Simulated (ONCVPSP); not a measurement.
**Zr: generating and testing an ONCV potential**

Aim: build the potential from the settings below, then test how well it stands in for the atom: other configurations, scattering, ghost states and the plane-wave cutoff that it needs.

Program: ONCVPSP 4.0.1. Reference atom: LDA (Perdew-Wang 92), scalar-relativistic, spherical and spin-unpolarised. All values are calculated.

### Step 1. The atom and the settings

The settings as typed:

```
element                 : zirconium (Zr, Z = 40)
type                    : optimised norm-conserving Vanderbilt (ONCV)
frozen core             : [Ar] 3d10
valence charge          : 12
reference configuration : 4s2 4p6 4d2.5 5s1.5
partial waves           : 4s+5s: rc 1.90 bohr, ncon 4, nbas 8, qcut 7.6 1/bohr, 2 projectors; 4p: rc 2.00 bohr, ncon 4, nbas 7, qcut 8.4 1/bohr, 2 projectors, debl 3 Ha; 4d: rc 2.75 bohr, ncon 4, nbas 9, qcut 6.8 1/bohr, 2 projectors, debl 1.6 Ha
local potential         : polynomial inside 1.70 bohr (lpopt 5, dvloc0 6 Ha)
core correction         : polynomial model core, fcfact 0.6
```

The nodes and maxima of the atom's own shells, from an earlier all-electron run, set the scale for the radii.

All-electron outer shells of the reference configuration (LDA (PZ), scalar-relativistic, ld1.x):

| shell | level (eV) | outermost node (bohr) | outermost maximum (bohr) |
| --- | --- | --- | --- |
| 3d | -173.75 | – | 0.35 |
| 4s | -53.41 | 0.55 | 1.08 |
| 4p | -31.46 | 0.56 | 1.17 |
| 5s | -4.29 | 1.47 | 3.15 |
| 4d | -3.06 | 0.58 | 1.63 |
| 5p | -1.40 | 1.71 | 4.26 |

### Step 2. Generating the potential

Input file Zr.dat:

```
# ATOM AND REFERENCE CONFIGURATION
# atsym  z   nc   nv     iexc    psfile
  Zr 40.00    6    4  -001012      upf
#
#   n    l    f
    1    0    2.00
    2    0    2.00
    2    1    6.00
    3    0    2.00
    3    1    6.00
    3    2   10.00
    4    0    2.00
    4    1    6.00
    4    2    2.50
    5    0    1.50
#
# PSEUDOPOTENTIAL AND OPTIMIZATION
# lmax
    2
#
#   l,   rc,      ep,       ncon, nbas, qcut
    0    1.90    0.00    4    8    7.60
    1    2.00    0.00    4    7    8.40
    2    2.75    0.00    4    9    6.80
#
# LOCAL POTENTIAL
# lloc, lpopt,  rc(5),   dvloc0
    4    5    1.70    6.00
#
# VANDERBILT-KLEINMAN-BYLANDER PROJECTORs
# l, nproj, debl
    0    2    0.80
    1    2    3.00
    2    2    1.60
#
# MODEL CORE CHARGE
# icmod, fcfact, rcfact
    1    0.60    0.00
#
# LOG DERIVATIVE ANALYSIS
# epsh1, epsh2, depsh
   -3.00    5.00    0.02
#
# OUTPUT GRID
# rlmax, drl
    6.00    0.01
#
# TEST CONFIGURATIONS
# ncnf
    4
# nvcnf
#   n    l    f
    4
    4    0    2.00
    4    1    6.00
    4    2    2.00
    5    0    2.00
#
    4
    4    0    2.00
    4    1    6.00
    4    2    2.00
    5    0    1.00
#
    4
    4    0    2.00
    4    1    6.00
    4    2    2.00
    5    0    0.00
#
    5
    4    0    2.00
    4    1    6.00
    4    2    1.00
    5    0    2.00
    5    1    1.00
#
```

Started as:

```
$ oncvpsp.x < Zr.dat > Zr.out
```

Q: Predict the outcome of this session. Wanted: cutoffs for 1 and 0.1 mHa per electron, occupied waves; bound ghosts; GHOST(+) flags; largest test error; largest phase difference near zero energy, channels read; rms error of d²Exc/dn², without and with the model core.

**Answer**, as computed:

| quantity | value |
| --- | --- |
| cutoffs for 1 and 0.1 mHa per electron, occupied waves | 17 Ha and 21 Ha |
| bound ghosts | s at -74.93 eV |
| GHOST(+) flags | none at low energy |
| largest test error (AE − PS) | +12 meV, for 4s2 4p6 4d1 5s2 5p1 |
| largest phase difference near zero energy, channels read | 0.000 rad |
| rms error of d²Exc/dn², without and with the model core | 3.36 and 0.50 mHa |

It has a bound ghost (s), a state that the atom doesn't have, and that rules the file out. The worst unpolarised test, 4s2 4p6 4d1 5s2 5p1, is off by 12 meV on 2.5 eV; by total energies transferability rates as good. Atomic tests can pass in spite of a ghost, since they solve only for the levels asked. By its cutoff, 17 Ha for the looser tolerance, it is soft on the atom at that tolerance. Near zero energy the phases of the channels with partial waves agree within 0.001 rad. The pseudo curves have a pole with no partner nearby in the atom's: s at -2.75 Ha. These are tests on the free atom; a crystal test is still owed.
